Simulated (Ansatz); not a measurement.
**BF₂H₅Si₂: basis-set convergence**

Aim: see how fast density functionals converge with the basis set for BF₂H₅Si₂.

The runs use Ansatz 0.2.0, Gaussian basis; one geometry, several basis sets.

The runs, in order: PBE0-D4/def2-SVP; ωB97M-V/def2-SVP; PBE0-D4/def2-QZVPP; ωB97M-V/def2-QZVPP; the functionals' def2-TZVPP values are taken from earlier runs.

### 1 Structure used throughout

All runs share one geometry, relaxed beforehand with PBE0-D4 in a triple-zeta def2 set.

SMILES `B[Si](F)(F)[SiH3]`, 10 atoms, charge 0, spin multiplicity 1.

Atoms are counted from 1 here; the program's logs count them from 0.

Bond lengths: B1–Si2 2.008 Å, B1–H6 1.195 Å, B1–H7 1.194 Å, Si2–F3 1.601 Å, Si2–F4 1.601 Å, Si2–Si5 2.360 Å, Si5–H8 1.488 Å, Si5–H9 1.487 Å, Si5–H10 1.487 Å. Angles: Si2–B1–H6 120.7°, Si2–B1–H7 120.8°, H6–B1–H7 118.2°, B1–Si2–F3 111.4°, B1–Si2–F4 111.4°, B1–Si2–Si5 112.2°, F3–Si2–F4 105.4°, F3–Si2–Si5 108.0°, F4–Si2–Si5 108.1°, Si2–Si5–H8 109.6°, Si2–Si5–H9 109.8°, Si2–Si5–H10 109.7°, H8–Si5–H9 109.5°, H8–Si5–H10 108.7°, H9–Si5–H10 109.5°.

### 2 PBE0-D4 in def2-SVP

Input file in.yaml:

```yaml
crystal:
  periodic: [false, false, false]
  atoms:
    - {symbol: B, position_ang: [-0.791687, 1.034164, -1.523692]}
    - {symbol: Si, position_ang: [-0.346988, -0.642260, -0.511803]}
    - {symbol: F, position_ang: [-1.668474, -1.455984, -0.119866]}
    - {symbol: F, position_ang: [0.522204, -1.648620, -1.402807]}
    - {symbol: Si, position_ang: [0.852254, -0.196814, 1.471422]}
    - {symbol: H, position_ang: [-0.013725, 1.503407, -2.299218]}
    - {symbol: H, position_ang: [-1.790345, 1.644886, -1.286003]}
    - {symbol: H, position_ang: [0.060659, 0.714861, 2.340353]}
    - {symbol: H, position_ang: [1.116160, -1.467694, 2.196449]}
    - {symbol: H, position_ang: [2.142945, 0.463053, 1.138167]}
basis:
  gaussian: {orbitals: def2-SVP}
hamiltonian: {xc: pbe0, dispersion: d4}
output: {orbitals: {seedname: orbitals}}
```

Further steps of the session: ωB97M-V in def2-SVP; PBE0-D4 in def2-QZVPP; ωB97M-V in def2-QZVPP.

Q: Predict the results of all the runs planned. Wanted: PBE0-D4: double and triple zeta above quadruple; ωB97M-V: double and triple zeta above quadruple.

As calculated:

| quantity | value |
| --- | --- |
| PBE0-D4: double and triple zeta above quadruple | 14.38, 0.89 eV |
| ωB97M-V: double and triple zeta above quadruple | 14.55, 0.84 eV |

**Reading.** PBE0-D4 gains 13.48 eV from double to triple zeta, then 0.89 eV more. These are total energies; as a rule much of such shifts cancels in differences, which this series doesn't test.
